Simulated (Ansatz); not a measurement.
**Cl3FOW: up Jacob's ladder to CCSD(T)**

One table from this session's results is given with a row withheld; the runs are named, their logs left out.

Method: functionals in def2-TZVPP, the program's frozen cores in correlated methods; program: Ansatz 0.2.0, Gaussian basis.

The runs, in order: LDA (SPW92), PBE-D4, revPBE-D4, BLYP-D4, r2SCAN-D4, B97M-V, PBE0-D4, B3LYP-D4, r2SCANh-D4, r2SCAN0-D4, HSE06-D4, BHLYP-D4, CAM-B3LYP-D4, LC-ωPBE, ωB97X-V, ωB97M-V, B2PLYP, PBE-QIDH; CCSD(T)/def2-SVP; CCSD(T)/def2-TZVPP; MP2/def2-QZVPP; extrapolation to the limit; RPA on PBE.

### The geometry

An earlier PBE0-D4 in a triple-zeta def2 set relaxation fixed the geometry. W takes the def2 core potential; no spin-orbit term is included.

SMILES `[O]=[W]([F])([Cl])([Cl])[Cl]`, 6 atoms, charge 0, spin multiplicity 1.

Atoms are counted from 1 here; the program's logs count them from 0.

Bond lengths: O1–W2 1.668 Å, W2–F3 1.859 Å, W2–Cl4 2.282 Å, W2–Cl5 2.279 Å, W2–Cl6 2.282 Å. Angles: O1–W2–F3 103.8°, O1–W2–Cl4 105.7°, O1–W2–Cl5 102.4°, O1–W2–Cl6 105.7°, F3–W2–Cl4 84.8°, F3–W2–Cl5 153.8°, F3–W2–Cl6 84.8°, Cl4–W2–Cl5 88.2°, Cl4–W2–Cl6 148.4°, Cl5–W2–Cl6 88.2°.

The first run:

in.yaml

```yaml
crystal:
  periodic: [false, false, false]
  atoms:
    - {symbol: O, position_ang: [-1.740536, -0.119296, 0.063364]}
    - {symbol: W, position_ang: [-0.074207, -0.039505, 0.035779]}
    - {symbol: F, position_ang: [0.437780, -0.935590, 1.582574]}
    - {symbol: Cl, position_ang: [0.616725, -1.930757, -1.037915]}
    - {symbol: Cl, position_ang: [0.329593, 1.114677, -1.887938]}
    - {symbol: Cl, position_ang: [0.472644, 1.846570, 1.198036]}
basis:
  gaussian: {orbitals: def2-TZVPP}
hamiltonian: {xc: lda}
output: {orbitals: {seedname: orbitals}}
```

Started as:

```sh
$ ansatz run in.yaml --threads 4 --pin off --events-out ev --progress --plain --max-ram 10444MiB
```

Steps of the session up to this table: LDA; PBE-D4 (GGA); revPBE-D4 (GGA); BLYP-D4 (GGA); r2SCAN-D4 (meta-GGA); B97M-V (meta-GGA); PBE0-D4 (hybrid); B3LYP-D4 (hybrid); r2SCANh-D4 (hybrid); r2SCAN0-D4 (hybrid); HSE06-D4 (hybrid); BHLYP-D4 (hybrid); CAM-B3LYP-D4 (range-separated); LC-ωPBE (range-separated); ωB97X-V (range-separated); ωB97M-V (range-separated); B2PLYP (double hybrid); PBE-QIDH (double hybrid).

One table of the session follows, with a row left open; its other results are not shown here.

It belongs to the step «Frontier levels by functional». 

| functional | HOMO (eV) | LUMO (eV) | gap (eV) |
| --- | --- | --- | --- |
| LDA (SPW92) | -8.10 | -5.54 | 2.56 |
| PBE-D4 | -7.92 | -5.30 | 2.62 |
| revPBE-D4 | -7.85 | -5.21 | 2.64 |
| BLYP-D4 | -7.75 | -5.17 | 2.57 |
| r2SCAN-D4 | -8.30 | -5.36 | 2.94 |
| B97M-V | -8.38 | -5.32 | 3.06 |
| PBE0-D4 | ? | ? | ? |
| B3LYP-D4 | -9.03 | -4.89 | 4.14 |
| r2SCANh-D4 | -8.80 | -5.12 | 3.69 |
| r2SCAN0-D4 | -9.56 | -4.73 | 4.83 |
| HSE06-D4 | -8.91 | -5.09 | 3.82 |
| BHLYP-D4 | -10.55 | -3.91 | 6.64 |
| CAM-B3LYP-D4 | -10.63 | -3.70 | 6.93 |
| LC-ωPBE | -12.02 | -2.63 | 9.39 |
| ωB97X-V | -11.65 | -2.67 | 8.97 |
| ωB97M-V | -11.48 | -2.67 | 8.81 |

Q: Estimate the row for PBE0-D4 from the others.

**Answer.** HOMO (eV): -9.31; LUMO (eV): -4.72; gap (eV): 4.59. In the column «HOMO (eV)» it lies between r2SCAN0-D4 (-9.56) and B3LYP-D4 (-9.03).
